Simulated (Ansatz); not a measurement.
Turn this script for Ansatz 0.2.0 through its Python package into the input file that the command-line program reads.

The script, `opt_ch7opsi.py`:
```python
import itertools

import ansatz as az
from ase import Atoms
from ase.data import atomic_numbers, covalent_radii
import numpy as np

SETTINGS = {
    "basis": "6-31G*",
    "xc": "pbe0",
}

atoms = Atoms(["O", "C", "Si", "P", "H", "H", "H", "H", "H", "H", "H"], positions=[
    (-1.604, 0.7493, -0.5183),
    (-0.5534, 1.0185, 0.3585),
    (0.4136, -0.4559, 0.9187),
    (1.2045, -1.5727, -0.8701),
    (-1.29, 0.4791, -1.3981),
    (0.1137, 1.7578, -0.1324),
    (-0.9336, 1.5266, 1.2449),
    (1.6857, -0.0008, 1.6808),
    (-0.3602, -1.3606, 1.8118),
    (-0.133, -1.7283, -1.4563),
    (1.5221, -0.4699, -1.6188),
])
system = az.Crystal.molecule_from_ase(atoms)

setup = (
    system.calculation()
    .basis(gaussian=SETTINGS["basis"])
    .functional(SETTINGS["xc"])
)
symbols = [site.symbol for site in system.cartesian_sites]
start = np.array([site.position_ang for site in system.cartesian_sites], dtype=float)
def progress(event):
    if event["event"] == "relax_step":
        row = event["data"]
        print(f"step {row['step']:3d}  E = {row['lagrangian_ev']:.6f} eV  largest force component {row['allowed_force_max_ev_ang']:.4f} eV/A")


data = setup.relax(force_tolerance=0.02, max_steps=100).session().plan().execute(on_event=progress).report
end = np.array(data["positions_ang"])

print("reference energy %16.6f eV" % data["reference_energy_ev"])
print("total energy     %16.6f eV" % data["free_energy_ev"])
print("occupied orbitals outside the frozen core (up, down):", data["n_occupied"], " frozen:", data["n_frozen"], " virtual:", data["n_virtual"])

radius = [covalent_radii[atomic_numbers[s]] for s in symbols]
span = lambda where, i, j: np.linalg.norm(where[i] - where[j])
bonded = [(i, j) for i, j in itertools.combinations(range(len(symbols)), 2) if min(span(start, i, j), span(end, i, j)) < 1.2 * (radius[i] + radius[j])]
print("pair        before    after (A)")
for i, j in bonded:
    print(f"{symbols[i]}{i}-{symbols[j]}{j}".ljust(10), f"{span(start, i, j):8.4f} {span(end, i, j):8.4f}")

charges = data["charge_distribution"]
dipole = np.array(charges["dipole_moment_e_ang"]) * 4.803205
print("dipole (D): {:.3f} {:.3f} {:.3f}, length {:.3f}".format(*dipole, np.linalg.norm(dipole)))
print("atom  Mulliken   Lowdin")
for symbol, m, l in zip(symbols, charges["mulliken_charges_e"], charges["lowdin_charges_e"]):
    print(f"{symbol:4s} {m:9.3f} {l:8.3f}")
```

Output of `python opt_ch7opsi.py`:
```text
step   1  E = -20352.321079 eV  largest force component 1.5715 eV/A
step   2  E = -20352.444422 eV  largest force component 0.6895 eV/A
step   3  E = -20352.524751 eV  largest force component 0.2814 eV/A
step   4  E = -20352.530826 eV  largest force component 0.1474 eV/A
step   5  E = -20352.534020 eV  largest force component 0.0563 eV/A
step   6  E = -20352.534353 eV  largest force component 0.0688 eV/A
step   7  E = -20352.535142 eV  largest force component 0.0223 eV/A
step   8  E = -20352.535501 eV  largest force component 0.0296 eV/A
step   9  E = -20352.535666 eV  largest force component 0.0260 eV/A
step  10  E = -20352.535593 eV  largest force component 0.0233 eV/A
step  11  E = -20352.535720 eV  largest force component 0.0075 eV/A
reference energy    -20352.535744 eV
total energy        -20352.535744 eV
occupied orbitals outside the frozen core (up, down): [25, 25]  frozen: 0  virtual: [57, 57]
pair        before    after (A)
O0-C1        1.3946   1.4197
O0-H4        0.9724   0.9665
C1-Si2       1.8501   1.9079
C1-H5        1.1102   1.1023
C1-H6        1.0901   1.0962
Si2-P3       2.2522   2.2646
Si2-H7       1.5512   1.4932
Si2-H8       1.4882   1.4887
P3-H9        1.4686   1.4253
P3-H10       1.3703   1.4248
dipole (D): 0.659 1.157 -0.540, length 1.437
atom  Mulliken   Lowdin
O       -0.617   -0.303
C       -0.294   -0.311
Si       0.357    0.135
P       -0.209   -0.022
H        0.409    0.293
H        0.174    0.128
H        0.202    0.145
H       -0.053   -0.054
H       -0.039   -0.047
H        0.033    0.016
H        0.037    0.019
```

`input.yaml`:
```yaml
crystal:
  periodic: [false, false, false]
  atoms:
    - { symbol: O, position_ang: [-1.604, 0.7493, -0.5183] }
    - { symbol: C, position_ang: [-0.5534, 1.0185, 0.3585] }
    - { symbol: Si, position_ang: [0.4136, -0.4559, 0.9187] }
    - { symbol: P, position_ang: [1.2045, -1.5727, -0.8701] }
    - { symbol: H, position_ang: [-1.29, 0.4791, -1.3981] }
    - { symbol: H, position_ang: [0.1137, 1.7578, -0.1324] }
    - { symbol: H, position_ang: [-0.9336, 1.5266, 1.2449] }
    - { symbol: H, position_ang: [1.6857, -0.0008, 1.6808] }
    - { symbol: H, position_ang: [-0.3602, -1.3606, 1.8118] }
    - { symbol: H, position_ang: [-0.133, -1.7283, -1.4563] }
    - { symbol: H, position_ang: [1.5221, -0.4699, -1.6188] }
basis:
  gaussian:
    orbitals: "6-31G*"
hamiltonian:
  xc: pbe0
relax:
  f_tol: 0.02
  max_steps: 100
```

These settings explore the input space; basis and method may be short of convergence. The end point is the stationary point reached from this start; no frequency run checks that it is a minimum, and the basis set is modest. The Löwdin charges here are taken after orthogonalising the functions within each atom; they differ from plain Löwdin charges, and their signs can be unphysical. The whole script took 44 s on 1 thread of Arm Neoverse V2, with other jobs on the host, peak memory 0.23 GiB.

(Lines on the test bed's own set-up are left out of the output.)
